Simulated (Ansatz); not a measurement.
# ZnSb: the cost of one run

Method: DFT PBEsol, scalar-relativistic, plane waves, PAW, in Ansatz 0.2.0.

1 further run of the same task is left out (set aside as unsound or not needed). Runs told in other sessions of the task aren't counted.

## Step 1: The starting structure

The structure is orthorhombic, space group Pbca (No. 61). The conventional cell has a = 6.153 Å, b = 7.669 Å, c = 8.058 Å, α = 90.00°, β = 90.00°, γ = 90.00°. Around Zn (site symmetry 1) lie 4 Sb at 2.64 to 2.85 Å and 1 Zn at 2.65 Å. Sb (site symmetry 1) is surrounded by 4 Zn at 2.64 to 2.85 Å and 1 Sb at 2.81 Å.

Structure file:

```xyz
16
Lattice="6.1534 0.0000 0.0000 0.0000 7.6693 0.0000 0.0000 0.0000 8.0581" Properties=species:S:1:pos:R:3 pbc="T T T"
Zn    2.8287    0.8067    7.0388
Zn    0.2480    6.8626    3.0097
Zn    5.9054    3.0279    1.0193
Zn    3.3247    4.6413    5.0484
Zn    3.3247    6.8626    1.0193
Zn    5.9054    0.8067    5.0484
Zn    0.2480    4.6413    7.0388
Zn    2.8287    3.0279    3.0097
Sb    0.8788    0.6462    0.8893
Sb    2.1979    7.0230    4.9183
Sb    3.9555    3.1884    7.1688
Sb    5.2746    4.4809    3.1398
Sb    5.2746    7.0230    7.1688
Sb    3.9555    0.6462    3.1398
Sb    2.1979    4.4809    0.8893
Sb    0.8788    3.1884    4.9183
```

It is the result of an earlier relaxation at this level (volume 23.77 Å³/atom; gap on the mesh: 0.21 eV).

## Step 2: Bands, states and charges

Input file input.yaml:

```yaml
crystal:
  lattice:
    - [6.1533919741, 0.0, 0.0]
    - [0.0, 7.6692761063, 0.0]
    - [0.0, 0.0, 8.0581040457]
  atoms:
    - { symbol: Zn, position: [0.4597029796, 0.1051854474, 0.8735052929] }
    - { symbol: Zn, position: [0.0402970204, 0.8948145526, 0.3735052929] }
    - { symbol: Zn, position: [0.9597029796, 0.3948145526, 0.1264947071] }
    - { symbol: Zn, position: [0.5402970204, 0.6051854474, 0.6264947071] }
    - { symbol: Zn, position: [0.5402970204, 0.8948145526, 0.1264947071] }
    - { symbol: Zn, position: [0.9597029796, 0.1051854474, 0.6264947071] }
    - { symbol: Zn, position: [0.0402970204, 0.6051854474, 0.8735052929] }
    - { symbol: Zn, position: [0.4597029796, 0.3948145526, 0.3735052929] }
    - { symbol: Sb, position: [0.1428206214, 0.0842638726, 0.1103588326] }
    - { symbol: Sb, position: [0.3571793786, 0.9157361274, 0.6103588326] }
    - { symbol: Sb, position: [0.6428206214, 0.4157361274, 0.8896411674] }
    - { symbol: Sb, position: [0.8571793786, 0.5842638726, 0.3896411674] }
    - { symbol: Sb, position: [0.8571793786, 0.9157361274, 0.8896411674] }
    - { symbol: Sb, position: [0.6428206214, 0.0842638726, 0.3896411674] }
    - { symbol: Sb, position: [0.3571793786, 0.5842638726, 0.1103588326] }
    - { symbol: Sb, position: [0.1428206214, 0.4157361274, 0.6103588326] }
basis:
  ecutwfc: 420
kpoints:
  mp_grid: { grid: [6, 6, 6] }
  band_path:
    path:
      - [[0.0, 0.0, 0.0], [0.5, 0.0, 0.0], [0.5, 0.5, 0.0], [0.0, 0.5, 0.0], [0.0, 0.0, 0.0], [0.0, 0.0, 0.5], [0.5, 0.0, 0.5], [0.5, 0.5, 0.5], [0.0, 0.5, 0.5], [0.0, 0.0, 0.5]]
      - [[0.5, 0.0, 0.0], [0.5, 0.0, 0.5]]
      - [[0.0, 0.5, 0.0], [0.0, 0.5, 0.5]]
      - [[0.5, 0.5, 0.0], [0.5, 0.5, 0.5]]
    npoints: 10
hamiltonian:
  xc: pbesol
scf:
  occupations: { method: gaussian, width: 0.02 }
  n_extra_bands: 40
output:
  forces: true
  stress: true
  eigenvalues: true
  populations: true
  dos: { projected: true, de: 0.02, nscf_kmesh: { grid: [9, 9, 9] } }
  bader: false
  write_density: true
  write_potential: true
  elf: true
  volumetric_format: npy
```

Run with:

```sh
$ ansatz run input.yaml --threads 8 --pin off --max-ram 22528MiB --backend cpu --events-out ev --progress --plain --runs-dir out
```

Q: Estimate wall time and peak memory on 8 threads of AMD EPYC (Zen 3), shared host.

About 5 min, with a peak of 5.5 GiB.
